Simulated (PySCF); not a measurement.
# C3H10BrGeN: magnetic properties

Computed with PySCF 2.14.0 and routines of our own; the level stands in each step. Atoms count from 0.

### Step 1. The starting structure

16 atoms, charge 0, multiplicity 1; geometry from: GFN2-xTB.

### Step 2. Relaxing the molecule at PBE0-D3(BJ)/def2-SVP

Job settings and geometry (Å):

```
{"job": {"xc": "PBE0", "basis": "def2-SVP", "d3": "d3bj", "grid": 1, "kind": "geom"}, "charge": 0, "multiplicity": 1}
C     -1.926683     0.269737    -0.432156
C     -0.863757    -0.741490    -0.042341
N      0.356718    -0.115503     0.437389
C      1.305975    -1.105212     0.908065
Ge     1.013598     1.436611    -0.234962
Br     1.694655     1.302135    -2.431543
H     -1.618703     0.834910    -1.313174
H     -2.854820    -0.244919    -0.667843
H     -2.107072     0.961206     0.389028
H     -0.647809    -1.398480    -0.899838
H     -1.246444    -1.376591     0.766868
H      2.210643    -0.609304     1.261600
H      0.869304    -1.662385     1.741015
H      1.583508    -1.822706     0.125885
H      2.243467     1.752452     0.575667
H     -0.020178     2.528483    -0.195072
```

Run with:

```sh
$ OMP_NUM_THREADS=1 python excited_run.py task.json out
```

One launch serves the whole session: the jobs run in the order shown.

**Question.** How long does this first job take on 1 thread of Arm Neoverse N1, shared host, and how much memory does it need?

About 94 s, with a peak of 0.78 GiB.
